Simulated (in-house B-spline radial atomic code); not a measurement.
# Nb¹⁰⁺: ionisation energy by several methods

One table from this session's results is given with a row withheld; the runs are named, their logs left out.

The numbers are computed with in-house B-spline radial atomic code version 1 (scalar-relativistic (X2C), several functionals, spin-polarised, exact exchange averaged over the configuration; spherical all-electron atom at the radial basis limit), except any that are marked as measured or tabulated.

## What is computed

```
element       : niobium (Z = 41)
charge        : +10
electrons     : 31
configuration : [Ar] 3d10 4s2 4p1
nucleus       : Fermi, rms radius 4.324 fm
```

The outer shells:

[Ar] 3d10 4s2 4p1
```
[Ar] core
3d [↑↓][↑↓][↑↓][↑↓][↑↓]
4s [↑↓]
4p [↑ ][  ][  ]
```

Where spins are not typed, each open shell is filled with up spins first.

The first run:

Settings, as recorded:

```ini
Z = 41
electrons = 31.0
configuration = [Ar] 3d10 4s2 4p1
hamiltonian = x2c
method = camb3lyp
spin_polarised = True
nucleus = fermi
rms_radius = 4.324
mass_number = 93
atomic_mass = 92.90637317
speed_of_light = 137.035999084
exact_exchange = averaged over the configuration
```

Command:

```
$ python run_scf.py task.json out
```

task.json lists these runs, among others, and the program works through them in turn.

Among the steps run: CAM-B3LYP; TPSSh; B97-1; HSE06; M06-2X; B3LYP.

One of the session's tables, all rows but one given; the rest of the session is left out.

| method | ΔSCF (eV) |
| --- | --- |
| TPSSh | 198.71 |
| B97-1 | ? |
| M06-2X | 198.36 |
| B3LYP | 199.23 |
| CAM-B3LYP | 199.23 |
| HSE06 | 198.94 |

Estimate the missing values for B97-1.

**Answer.** ΔSCF (eV): 198.72. In the column «ΔSCF (eV)» it lies between TPSSh (198.71) and HSE06 (198.94).
